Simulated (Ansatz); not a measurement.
**RuRh (P-6m2): cell relaxations under several functionals in Python**

The task is cell relaxations under several functionals, for RuRh (P-6m2).

Computed with Ansatz 0.2.0 through its Python package. The levels of theory stand in the script.

## 1. The structure

The structure is hexagonal, space group P-6m2 (No. 187). Conventional cell: a = 2.709 Å, b = 2.709 Å, c = 4.298 Å, α = 90.00°, β = 90.00°, γ = 120.00°. Ru (site symmetry -6m2) is surrounded by 6 Rh at 2.66 Å and 6 Ru at 2.71 Å. Around Rh (site symmetry -6m2) lie 6 Ru at 2.66 Å and 6 Rh at 2.71 Å.

The script holds or builds the structure itself.

## 2. The script

Contents of rurh.py:

```python
"""Relaxed cell of RuRh under several functionals."""

import warnings

import ansatz as az
import numpy as np

K_LENGTH = 29
FORCE_TOL = 0.03

def edges_and_angles(cell):
    cell = np.asarray(cell)
    a, b, c = np.linalg.norm(cell, axis=1)
    cosines = cell[1] @ cell[2] / (b * c), cell[0] @ cell[2] / (a * c), cell[0] @ cell[1] / (a * b)
    return (a, b, c, *np.degrees(np.arccos(cosines)))


def main() -> None:
    warnings.simplefilter("ignore", az.DeckWarning)

    system = (
        az.Lattice.of((2.70942, 0.0, 0.0), (-1.35471, 2.34642, 0.0), (0.0, 0.0, 4.29837))
        .atom("Ru", (0.0, 0.0, 0.5))
        .atom("Rh", (2 / 3, 1 / 3, 0.0))
    )

    model = (
        system.calculation()
        .kpoints(length=K_LENGTH)  # sampling of the Brillouin zone
        .occupations(az.OccupationsMethod.FERMI_DIRAC)
        .basis(16 * az.Ha)
        .relax(cell=True, force_tolerance=FORCE_TOL)
    )

    levels = [("lda", "none"), ("pbesol", "d3bj"), ("pbesol", "none")]
    print("level            a       b       c    alpha   beta  gamma  V/atom  steps")
    for name, dispersion in levels:
        seen = []
        run = model.functional(name, dispersion=dispersion).session().plan()
        res = run.execute(on_event=lambda e: seen.append(e) if e["event"] == "relax_step" else None)
        cell = res.lattice.cell_ang
        label = name if dispersion == "none" else f"{name}+{dispersion}"
        print("{:13s} {:7.4f} {:7.4f} {:7.4f} {:6.2f} {:6.2f} {:6.2f}".format(label, *edges_and_angles(cell)), f"{abs(np.linalg.det(cell)) / len(res.lattice.sites):7.3f} {len(seen):5d}")


if __name__ == "__main__":
    main()
```

## 3. What the engine is handed

The package turns the script's settings into the engine's input (first run):

```yaml
crystal:
  lattice:
    - [2.70942, 0.0, 0.0]
    - [-1.35471, 2.34642, 0.0]
    - [0.0, 0.0, 4.29837]
  atoms:
    - { symbol: Ru, position: [0.0, 0.0, 0.5] }
    - { symbol: Rh, position: [0.6666666666666666, 0.3333333333333333, 0.0] }
basis:
  ecutwfc: 435.382179935808
kpoints:
  mp_grid:
    grid: [12, 12, 7]
hamiltonian:
  xc: lda
  dispersion: none
scf:
  occupations:
    method: fermi_dirac
relax:
  f_tol: 0.03
  cell: {}
```

## 4. Running it

The run is started by

```bash
python rurh.py
```

Standard output:

```text
level            a       b       c    alpha   beta  gamma  V/atom  steps
lda            2.6721  2.6721  4.2592  90.00  90.00 120.00  13.168     5
pbesol+d3bj    2.6681  2.6681  4.2566  90.00  90.00 120.00  13.121     5
pbesol         2.6893  2.6893  4.2860  90.00  90.00 120.00  13.422     5
```

Run time: 58 s. Hardware: 1 thread of Arm Neoverse V2, shared host; peak memory 0.45 GiB.

## 5. Inputs of later runs

The engine's inputs for the other runs:

Run 2, against run 1:

```diff
@@ -15,2 +15,2 @@
-  xc: lda
-  dispersion: none
+  xc: pbesol
+  dispersion: d3bj
```

Run 3, against run 1:

```diff
@@ -15 +15 @@
-  xc: lda
+  xc: pbesol
```

## 6. Run by run

The 3 runs, in the order started:

```
run  functional  dispersion  energy (eV/atom)  final volume (Å³/atom)  pressure (GPa)  SCF cycles in all  CPU time (s)
  1         lda        none        -6018.4657                   13.17           -0.02                 34            19
  2      pbesol        d3bj        -6078.2370                   13.12            0.00                 32            19
  3      pbesol        none        -6077.6183                   13.42            0.02                 34            19
```

Energies are free energies F = E - TS of the smeared occupations. Totals under unlike functionals or potentials can't be compared directly.

## 7. Path of the relaxation of run 1

Relaxation path:

```
step  energy from step 1 (eV/cell)  largest force component (eV/Å)  pressure (GPa)  volume (Å³)
   1                        0.0000                          0.0000          -11.44        27.33
   2                        0.0084                          0.0000           14.86        25.31
   3                       -0.0370                          0.0000           -0.98        26.41
   4                       -0.0373                          0.0000           -0.02        26.34
   5                       -0.0370                          0.0000           -0.02        26.34
```

Step 1 is the start. Step 5 repeats the geometry before it on a plane-wave basis chosen anew for that cell, so its energy need not be comparable with the rows above. Step 2 was tried and not accepted.

|  | before | after | change |
| --- | --- | --- | --- |
| a (Å) | 2.709 | 2.672 | -1.4 % |
| b (Å) | 2.709 | 2.672 | -1.4 % |
| c (Å) | 4.298 | 4.259 | -0.9 % |
| volume (Å³/atom) | 13.66 | 13.17 | -3.6 % |
| shortest distance (Å) | 2.658 | 2.630 | -1.1 % |
| space group (0.01 Å) | P-6m2 | P-6m2 | same |

The run keeps the 12 symmetry operations of the start, so it could not have lowered the symmetry.

## 8. The relaxation of run 3, step by step

The steps of the relaxation:

| step | energy from step 1 (eV/cell) | largest force component (eV/Å) | pressure (GPa) | volume (Å³) |
| --- | --- | --- | --- | --- |
| 1 | 0.0000 | 0.0000 | -5.38 | 27.33 |
| 2 | 0.0002 | 0.0000 | 6.09 | 26.36 |
| 3 | -0.0088 | 0.0000 | -0.20 | 26.86 |
| 4 | -0.0088 | 0.0000 | 0.01 | 26.84 |
| 5 | -0.0086 | 0.0000 | 0.02 | 26.84 |

Step 1 is the start. Step 5 repeats the geometry before it on a plane-wave basis chosen anew for that cell, so its energy need not be comparable with the rows above. Step 2 was tried and not accepted.

|  | before | after | change |
| --- | --- | --- | --- |
| a (Å) | 2.709 | 2.689 | -0.7 % |
| b (Å) | 2.709 | 2.689 | -0.7 % |
| c (Å) | 4.298 | 4.286 | -0.3 % |
| volume (Å³/atom) | 13.66 | 13.42 | -1.8 % |
| shortest distance (Å) | 2.658 | 2.646 | -0.4 % |
| space group (0.01 Å) | P-6m2 | P-6m2 | same |

The run keeps the 12 symmetry operations of the start, so it could not have lowered the symmetry.

## 9. What came out

| quantity | value |
| --- | --- |
| runs compared | 3 |
| relaxed volume | 13.12 (pbesol d3bj) to 13.42 Å³/atom (pbesol) |

From smallest to largest: PBEsol+D3BJ (13.12 Å³ an atom, -4.0 % against the start), LDA (13.17 Å³ an atom, -3.6 % against the start) and PBEsol (13.42 Å³ an atom, -1.8 % against the start). The spread is 2.3 % in volume. In run 1, the volume shrank by 3.6 % over 2 moves, and the space group stayed P-6m2. In run 3, the volume shrank by 1.8 % over 2 moves, and the space group stayed P-6m2. Caveats:
- The run is spin-unpolarised.
- Forces vanish by symmetry, so the ions can't move, and the end may be a saddle.
- The mesh is modest for a metal, so energies can be off by several to tens of meV an atom and pressures by half a GPa or more; differences at equal mesh fare better.
- This cell is a computed structure, which may not be the phase found in nature.
